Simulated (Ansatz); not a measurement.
# CH₂BCl₂InO: basis-set convergence

How large a basis does CH₂BCl₂InO need? Two functionals are run in growing sets.

The runs use Ansatz 0.2.0, Gaussian basis; one geometry, several basis sets.

Levels to be run: PBE0-D4/def2-SVP; ωB97M-V/def2-SVP; PBE0-D4/def2-QZVPP; ωB97M-V/def2-QZVPP; the functionals' def2-TZVPP values are taken from earlier runs.

**1. The geometry**

All runs share one geometry, relaxed beforehand with PBE0-D4 in a triple-zeta def2 set. In takes the def2 core potential; no spin-orbit term is included.

8 atoms, charge 0, spin multiplicity 1.

Atoms are counted from 1 here; the program's logs count them from 0.

Bond lengths: Cl1–In2 2.317 Å, In2–Cl3 2.318 Å, In2–C4 2.127 Å, C4–B5 1.513 Å, C4–O6 1.510 Å, C4–H7 1.088 Å, B5–O6 1.328 Å, B5–H8 1.181 Å. Angles: Cl1–In2–Cl3 113.7°, Cl1–In2–C4 122.5°, Cl3–In2–C4 123.7°, In2–C4–B5 124.1°, In2–C4–O6 116.0°, In2–C4–H7 114.8°, B5–C4–O6 52.1°, B5–C4–H7 119.7°, O6–C4–H7 112.1°, C4–B5–O6 63.8°, C4–B5–H8 157.9°, O6–B5–H8 138.3°, C4–O6–B5 64.1°.

**2. PBE0-D4 in def2-SVP**

Contents of in.yaml:

```yaml
crystal:
  periodic: [false, false, false]
  atoms:
    - {symbol: Cl, position_ang: [-0.837329, -2.903671, 0.751813]}
    - {symbol: In, position_ang: [0.716474, -1.200993, 0.521074]}
    - {symbol: Cl, position_ang: [2.909331, -1.893239, 0.810454]}
    - {symbol: C, position_ang: [0.164313, 0.786121, -0.000597]}
    - {symbol: B, position_ang: [-1.023957, 1.136476, -0.868839]}
    - {symbol: O, position_ang: [-1.209584, 1.228022, 0.442620]}
    - {symbol: H, position_ang: [0.922562, 1.539293, 0.204566]}
    - {symbol: H, position_ang: [-1.641810, 1.307991, -1.861092]}
basis:
  gaussian: {orbitals: def2-SVP}
hamiltonian: {xc: pbe0, dispersion: d4}
output: {orbitals: {seedname: orbitals}}
```

After this run come: ωB97M-V in def2-SVP; PBE0-D4 in def2-QZVPP; ωB97M-V in def2-QZVPP.

Q: Predict the results of all the runs planned. Wanted: PBE0-D4: double and triple zeta above quadruple; ωB97M-V: double and triple zeta above quadruple.

**Answer**, as computed:

```
                                       quantity           value
PBE0-D4: double and triple zeta above quadruple  14.21, 0.99 eV
ωB97M-V: double and triple zeta above quadruple  14.18, 0.93 eV
```

PBE0-D4 gains 13.23 eV from double to triple zeta, then 0.99 eV more. Total energies overstate the basis error of differences, where much of it tends to cancel.
